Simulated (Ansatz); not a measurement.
**CH₇InSi: small, medium and large basis sets**

One table from this session's results is given with a row withheld; the runs are named, their logs left out.

Method: one geometry, several basis sets; program: Ansatz 0.2.0, Gaussian basis.

Levels to be run: PBE0-D4/def2-SVP; ωB97M-V/def2-SVP; PBE0-D4/def2-QZVPP; ωB97M-V/def2-QZVPP; the functionals' def2-TZVPP values are taken from earlier runs.

## The relaxed structure

All runs share one geometry, relaxed beforehand with PBE0-D4 in a triple-zeta def2 set. In takes the def2 core potential; no spin-orbit term is included.

SMILES `C[SiH2][InH2]`, 10 atoms, charge 0, spin multiplicity 1.

Atoms are counted from 1 here; the program's logs count them from 0.

Bond lengths: C1–Si2 1.885 Å, C1–H4 1.092 Å, C1–H5 1.092 Å, C1–H6 1.092 Å, Si2–In3 2.580 Å, Si2–H7 1.492 Å, Si2–H8 1.492 Å, In3–H9 1.733 Å, In3–H10 1.733 Å. Angles: Si2–C1–H4 110.3°, Si2–C1–H5 111.1°, Si2–C1–H6 111.1°, H4–C1–H5 108.1°, H4–C1–H6 108.1°, H5–C1–H6 108.2°, C1–Si2–In3 111.9°, C1–Si2–H7 109.0°, C1–Si2–H8 109.0°, In3–Si2–H7 110.1°, In3–Si2–H8 110.1°, H7–Si2–H8 106.5°, Si2–In3–H9 121.8°, Si2–In3–H10 121.8°, H9–In3–H10 116.4°.

Set-up of the first run:

The input, in.yaml:

```yaml
crystal:
  periodic: [false, false, false]
  atoms:
    - {symbol: C, position_ang: [-1.165419, 0.747686, -0.880413]}
    - {symbol: Si, position_ang: [-0.176490, -0.761169, -0.332522]}
    - {symbol: In, position_ang: [1.614747, -0.151097, 1.421254]}
    - {symbol: H, position_ang: [-1.914894, 0.460811, -1.621644]}
    - {symbol: H, position_ang: [-0.515273, 1.501094, -1.330291]}
    - {symbol: H, position_ang: [-1.683233, 1.205805, -0.035018]}
    - {symbol: H, position_ang: [0.465194, -1.382374, -1.528053]}
    - {symbol: H, position_ang: [-1.113410, -1.781011, 0.223440]}
    - {symbol: H, position_ang: [1.271037, -0.163064, 3.120171]}
    - {symbol: H, position_ang: [3.217731, 0.323309, 0.963066]}
basis:
  gaussian: {orbitals: def2-SVP}
hamiltonian: {xc: pbe0, dispersion: d4}
output: {orbitals: {seedname: orbitals}}
```

Run with:

```
ansatz run in.yaml --threads 2 --pin off --events-out ev --progress --plain --max-ram 4352MiB
```

Among the steps run: PBE0-D4 in def2-SVP; ωB97M-V in def2-SVP; PBE0-D4 in def2-QZVPP; ωB97M-V in def2-QZVPP.

One of the session's tables, all rows but one given; the rest of the session is left out.

It belongs to the step «Functionals by basis». 

```
functional       basis  HOMO (eV)  LUMO (eV)
   PBE0-D4    def2-SVP      -7.06      -2.02
   PBE0-D4  def2-TZVPP          ?          ?
   PBE0-D4  def2-QZVPP      -7.07      -2.07
   ωB97M-V    def2-SVP      -9.02      -0.43
   ωB97M-V  def2-TZVPP      -9.06      -0.56
   ωB97M-V  def2-QZVPP      -9.06      -0.59
```

Q: Estimate the row for PBE0-D4, def2-TZVPP from the others.

As computed: HOMO (eV): -7.06; LUMO (eV): -2.07.
